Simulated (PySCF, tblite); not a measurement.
**C₃H₈BPSi: geometry, infrared bands and NMR shifts**

Aim: predict the infrared bands and NMR shifts of C₃H₈BPSi (`B[C@@H](C#C)[SiH2]P`).

Computed with tblite 0.8.0 and PySCF 2.14.0, with density-fitted response routines of our own, on a single molecule in the gas phase. Atoms are numbered from 0 throughout.

### Step 1. The starting structure

14 atoms, charge 0, multiplicity 1; geometry from: force field or distance geometry start.

Bonds of the start (Å): B0–C1 1.59, C1–C2 1.46, C2–C3 1.22, C1–Si4 1.88, Si4–P5 2.20, B0–H6 1.18, B0–H7 1.18, C1–H8 1.10, C3–H9 1.05, Si4–H10 1.47, Si4–H11 1.47, P5–H12 1.45, P5–H13 1.46.

### Step 2. Relaxing the molecule with GFN2-xTB

What the job is given:

```
{"job": {"kind": "relax", "xc": "GFN2-xTB", "basis": "xTB"}, "charge": 0, "multiplicity": 1}
B     -1.550800    -1.021900     0.770100
C     -0.921000    -0.250000    -0.474500
C     -0.974300     1.189000    -0.241400
C     -1.039000     2.391700    -0.074200
Si     0.865400    -0.782600    -0.681200
P      2.065200    -0.221700     1.076100
H     -1.113300    -0.879600     1.853700
H     -2.486200    -1.720500     0.612800
H     -1.477000    -0.511700    -1.383600
H     -1.089800     3.428300     0.096200
H      0.925000    -2.239200    -0.882200
H      1.416300    -0.119100    -1.875700
H      2.038100     1.198500     0.775700
H      3.340700    -0.461600     0.406000
```

The run is started by

```sh
$ OMP_NUM_THREADS=1 python probes_run.py task.json out
```

This one command runs all jobs of the session in turn.

**Question.** This job is followed by: GFN2-xTB harmonic vibrations, gas phase; GIAO PBE0/pcSseg-1 NMR shielding, non-relativistic, gas phase. Predict these results of the whole session: strongest single infrared mode (GFN2-xTB); zero-point energy (GFN2-xTB); 13C shifts against TMS (PBE0/pcSseg-1); 1H shifts against TMS (PBE0/pcSseg-1, means over atoms taken as alike); 11B shifts against BF3·OEt2 (PBE0/pcSseg-1); 29Si shifts against TMS (PBE0/pcSseg-1); 31P shifts against H3PO4 (PBE0/pcSseg-1).

The runs gave:

```
                                                              quantity                                   value
                             strongest single infrared mode (GFN2-xTB)                    635 cm⁻¹, 278 km/mol
                                          zero-point energy (GFN2-xTB)                           56.2 kcal/mol
                                13C shifts against TMS (PBE0/pcSseg-1)                    89.0, 76.6, 30.2 ppm
1H shifts against TMS (PBE0/pcSseg-1, means over atoms taken as alike)  7.46, 4.94, 4.48, 3.47, 1.79, 1.52 ppm
                           11B shifts against BF3·OEt2 (PBE0/pcSseg-1)                                82.6 ppm
                               29Si shifts against TMS (PBE0/pcSseg-1)                               -51.2 ppm
                              31P shifts against H3PO4 (PBE0/pcSseg-1)                              -310.6 ppm
```

**Reading.** The optimisation took 94 steps and gained 0.273 eV; among the close pairs (by a distance rule), P5–H13 changed most, from 1.461 to 1.385 Å. All 36 modes are real, so the xTB geometry is a minimum. The strongest single mode, at 635 cm⁻¹, has its largest shares on H11, H10 and H13 (the list is cut at 3 atoms). Unscaled tight-binding wavenumbers are off by several per cent, some by more. Its intensities can rank the bands wrongly. At PBE0/pcSseg-1: Shielding is most anisotropic at C2 (span 299 ppm, paramagnetic term -164 ppm).
